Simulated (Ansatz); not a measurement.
# C₂H₉AlBN: up Jacob's ladder to CCSD(T)

An exercise on one series of results from a longer session: the logs are not shown, and one member is left open.

The runs use Ansatz 0.2.0, Gaussian basis; functionals in def2-TZVPP, the program's frozen cores in correlated methods.

Plan: PBE-D4, r2SCAN-D4, PBE0-D4, B3LYP-D4, ωB97X-V, ωB97M-V, B2PLYP; CCSD(T)/def2-TZVPP; MP2/def2-QZVPP; extrapolation to the limit.

**The geometry**

The geometry comes from an earlier relaxation with PBE0-D4 in a triple-zeta def2 set; it is a stationary point, not always the lowest conformer.

SMILES `B[NH][Al]([CH3])[CH3]`, 14 atoms, charge 0, spin multiplicity 1.

Atoms are counted from 1 here; the program's logs count them from 0.

Bond lengths: B1–N2 1.400 Å, B1–H6 1.201 Å, B1–H7 1.202 Å, N2–Al3 1.815 Å, N2–H8 1.012 Å, Al3–C4 1.951 Å, Al3–C5 1.946 Å, C4–H9 1.095 Å, C4–H10 1.096 Å, C4–H11 1.093 Å, C5–H12 1.094 Å, C5–H13 1.093 Å, C5–H14 1.094 Å. Angles: N2–B1–H6 121.0°, N2–B1–H7 118.9°, H6–B1–H7 120.1°, B1–N2–Al3 125.7°, B1–N2–H8 115.3°, Al3–N2–H8 119.0°, N2–Al3–C4 117.3°, N2–Al3–C5 118.4°, C4–Al3–C5 124.3°, Al3–C4–H9 111.1°, Al3–C4–H10 110.8°, Al3–C4–H11 113.3°, H9–C4–H10 106.1°, H9–C4–H11 107.7°, H10–C4–H11 107.5°, Al3–C5–H12 111.1°, Al3–C5–H13 112.1°, Al3–C5–H14 111.3° and more.

The first run:

in.yaml

```yaml
crystal:
  periodic: [false, false, false]
  atoms:
    - {symbol: B, position_ang: [-1.609930, 0.027476, 1.903475]}
    - {symbol: N, position_ang: [-1.315354, 0.485037, 0.613522]}
    - {symbol: Al, position_ang: [0.167091, 0.065735, -0.345723]}
    - {symbol: C, position_ang: [0.327914, 0.843004, -2.127778]}
    - {symbol: C, position_ang: [1.486694, -1.115520, 0.459819]}
    - {symbol: H, position_ang: [-2.620099, 0.360300, 2.462274]}
    - {symbol: H, position_ang: [-0.833341, -0.708863, 2.450956]}
    - {symbol: H, position_ang: [-2.006379, 1.100224, 0.204289]}
    - {symbol: H, position_ang: [0.488555, 0.066456, -2.883129]}
    - {symbol: H, position_ang: [1.196828, 1.507997, -2.184800]}
    - {symbol: H, position_ang: [-0.548915, 1.422160, -2.428502]}
    - {symbol: H, position_ang: [1.054983, -2.096828, 0.680217]}
    - {symbol: H, position_ang: [2.352505, -1.269371, -0.189231]}
    - {symbol: H, position_ang: [1.846247, -0.717106, 1.413312]}
basis:
  gaussian: {orbitals: def2-TZVPP}
hamiltonian: {xc: pbe, dispersion: d4}
output: {forces: true, orbitals: {seedname: orbitals}}
```

Command:

```sh
> ansatz run in.yaml --threads 4 --pin off --events-out ev --progress --plain --max-ram 10444MiB
```

Steps of the session up to this table: PBE-D4 (GGA); r2SCAN-D4 (meta-GGA); PBE0-D4 (hybrid); B3LYP-D4 (hybrid); ωB97X-V (range-separated); ωB97M-V (range-separated); B2PLYP (double hybrid); CCSD(T) in def2-TZVPP; MP2 in def2-QZVPP.

One table of the session follows, with a row left open; its other results are not shown here.

It belongs to the step «Atomisation energies». 

| method | atomisation energy (kJ/mol) |
| --- | --- |
| PBE-D4 | 5216.8 |
| r2SCAN-D4 | 5175.5 |
| PBE0-D4 | ? |
| B3LYP-D4 | 5180.3 |
| ωB97X-V | 5173.8 |
| ωB97M-V | 5185.5 |
| B2PLYP | 5122.4 |
| HF/def2-TZVPP | 3912.2 |
| MP2/def2-TZVPP | 5083.1 |
| CCSD/def2-TZVPP | 4978.9 |
| CCSD(T)/def2-TZVPP | 5036.5 |
| MP2/CBS | 5200.9 |
| CCSD(T)/CBS | 5154.2 |

**Question.** Estimate the row for PBE0-D4.

The run gave: atomisation energy (kJ/mol): 5163.5. In the column «atomisation energy (kJ/mol)» it lies between CCSD(T)/CBS (5154.2) and ωB97X-V (5173.8).
